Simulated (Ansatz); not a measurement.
Crystal: NiMoIrPdW.

```
CELL_PARAMETERS angstrom
2.77085 0.00000 0.00000
-1.38543 2.39963 0.00000
0.00000 0.00000 22.01961
ATOMIC_POSITIONS crystal
Ni 0.33333 0.66667 0.85081
Ni 0.66667 0.33333 0.14919
Mo 0.66667 0.33333 0.76059
Mo 0.33333 0.66667 0.23941
Pd 0.33333 0.66667 0.05329
Pd 0.66667 0.33333 0.94671
Ir 0.33333 0.66667 0.65827
Ir 0.66667 0.33333 0.34173
W 0.33333 0.66667 0.44418
W 0.66667 0.33333 0.55582
```

The cell was built by a generator and needn't be a form met in nature.

Base run:

| Item | Value |
| --- | --- |
| Program | Ansatz 0.2.0 |
| Functional | revPBE |
| Potentials or basis | Ansatz PAW |
| Cutoff | 420 eV |
| Density cutoff | 1680 eV |
| k mesh | 11 × 11 × 2 |
| Occupations | fermi-dirac, width 0.05 eV |
| Spin | collinear spin, ferromagnetic start |
| Starting moments | [1.0, 1.0, 1.0, 1.0, 0.0, 0.0, 0.6, 0.6, 0.0, 0.0] μB |

Its results: band gap on the k mesh none (metal or under the smearing width); pressure 3.0 GPa; net moment 0.00 μB per cell; largest force 0.110 eV/Å.

Task: The run is repeated on the same cell with these changes: functional from revPBE to r2SCAN; cutoff from 420 eV to 500 eV; density cutoff from 1680 eV to 2000 eV. What comes out?

Result: Band gap on the k mesh none (metal or under the smearing width); pressure -5.2 GPa; net moment 0.78 μB per cell; site moments Ni +0.31; Mo +0.02; Pd +0.10; Ir -0.00; W -0.00 μB; largest force 0.206 eV/Å.

Caveats: the PAW data sets come from PBE, with cores solved anew for the run's functional, which leaves a small shift of forces and pressure; the potentials were made for another functional, which shifts forces and pressure (some runs); the magnetic or orbital state may not be the lowest (some runs).

Not every run made on this cell is shown here.
